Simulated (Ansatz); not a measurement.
# PbS (Galena): the cost of one run

Method: DFT PBE, scalar-relativistic, plane waves, PAW, in Ansatz 0.2.0.

The COD entry's cell or inner coordinates are ideal or old and differ from later refinements, so a difference from it is no clean test against experiment.

1 further run of the same task is left out (set aside as unsound or not needed).

**1. The system as given**

The structure is cubic, space group Fm-3m (No. 225). The conventional cell has a = 6.009 Å, b = 6.009 Å, c = 6.009 Å, α = 90.00°, β = 90.00°, γ = 90.00°. Pb (site symmetry m-3m) is surrounded by 6 S at 3.00 Å. S (site symmetry m-3m) has 6 Pb at 3.00 Å as nearest neighbours.

Structure file:

```xyz
2
Lattice="0.0000 3.0045 3.0045 3.0045 0.0000 3.0045 3.0045 3.0045 0.0000" Properties=species:S:1:pos:R:3 pbc="T T T"
Pb    0.0000    0.0000    0.0000
S     3.0045    3.0045    3.0045
```

This cell was relaxed beforehand with the same method: volume 27.12 Å³/atom, gap on the mesh 0.49 eV.

**2. Electronic structure at the relaxed geometry**

The input, input.yaml:

```yaml
crystal:
  lattice:
    - [0.0, 3.0045094969, 3.0045094969]
    - [3.0045094969, 0.0, 3.0045094969]
    - [3.0045094969, 3.0045094969, 0.0]
  atoms:
    - { symbol: Pb, position: [0.0, 0.0, 0.0] }
    - { symbol: S, position: [0.5, 0.5, 0.5] }
basis:
  ecutwfc: 420
kpoints:
  mp_grid: { grid: [10, 10, 10] }
  band_path:
    path:
      - [[0.0, 0.0, 0.0], [0.5, 0.0, 0.5], [0.625, 0.25, 0.625]]
      - [[0.375, 0.375, 0.75], [0.0, 0.0, 0.0], [0.5, 0.5, 0.5], [0.5, 0.25, 0.75], [0.5, 0.0, 0.5]]
    npoints: 14
hamiltonian:
  xc: pbe
scf:
  occupations: { method: gaussian, width: 0.02 }
  n_extra_bands: 6
output:
  forces: true
  stress: true
  eigenvalues: true
  populations: true
  dos: { projected: true, de: 0.02, nscf_kmesh: { grid: [15, 15, 15] } }
  bader: true
```

On the command line:

```
$ ansatz run input.yaml --threads 1 --pin off --max-ram 2560MiB --backend cpu --events-out ev --progress --plain --runs-dir out
```

Q: Estimate wall time and peak memory on 1 thread of Intel Xeon at 2.50GHz (Skylake/Cascade Lake), shared host.

About 34 s, with a peak of 0.36 GiB.
